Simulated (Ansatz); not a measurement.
# HBr: the cost of one run

Program: Ansatz 0.2.0. Level of theory: DFT PBEsol, scalar-relativistic, plane waves, PAW. These are calculated values, not measurements.

3 further runs of the same task are left out: 3 set aside as unsound or not needed.

### 1 The starting structure

Symmetry: I4/mmm, No. 139, tetragonal system. The conventional cell has a = 5.446 Å, b = 5.446 Å, c = 3.342 Å, α = 90.00°, β = 90.00°, γ = 90.00°. Around H (site symmetry 4/mmm) lie 2 Br at 1.67 Å. Around Br (site symmetry 4/mmm) lie 2 H at 1.67 Å.

As a file:

```xyz
4
Lattice="5.4459 0.0000 0.0000 0.0000 5.4459 0.0000 0.0000 0.0000 3.3423" Properties=species:S:1:pos:R:3 pbc="T T T"
H     0.0000    0.0000    0.0000
H     2.7230    2.7230    1.6712
Br    0.0000    0.0000    1.6712
Br    2.7230    2.7230    0.0000
```

### 2 The unstrained reference

input.yaml

```yaml
crystal:
  lattice:
    - [5.4459128156, 0.0, 0.0]
    - [0.0, 5.4459128156, 0.0]
    - [0.0, 0.0, 3.3423027804]
  atoms:
    - { symbol: H, position: [0.0, 0.0, 0.0] }
    - { symbol: H, position: [0.5, 0.5, 0.5] }
    - { symbol: Br, position: [0.0, 0.0, 0.5] }
    - { symbol: Br, position: [0.5, 0.5, 0.0] }
basis:
  ecutwfc: 420
kpoints:
  mp_grid: { grid: [6, 6, 8] }
hamiltonian:
  xc: pbesol
scf:
  occupations: { method: gaussian, width: 0.02 }
output:
  forces: true
  stress: true
  eigenvalues: true
```

Command:

```sh
> ansatz run input.yaml --threads 1 --pin off --max-ram 2560MiB --backend cpu --events-out ev --progress --plain --runs-dir out
```

Q: Estimate wall time and peak memory on 1 thread of Arm Neoverse V2, shared host.

About 2.9 s, with a peak of 0.34 GiB.
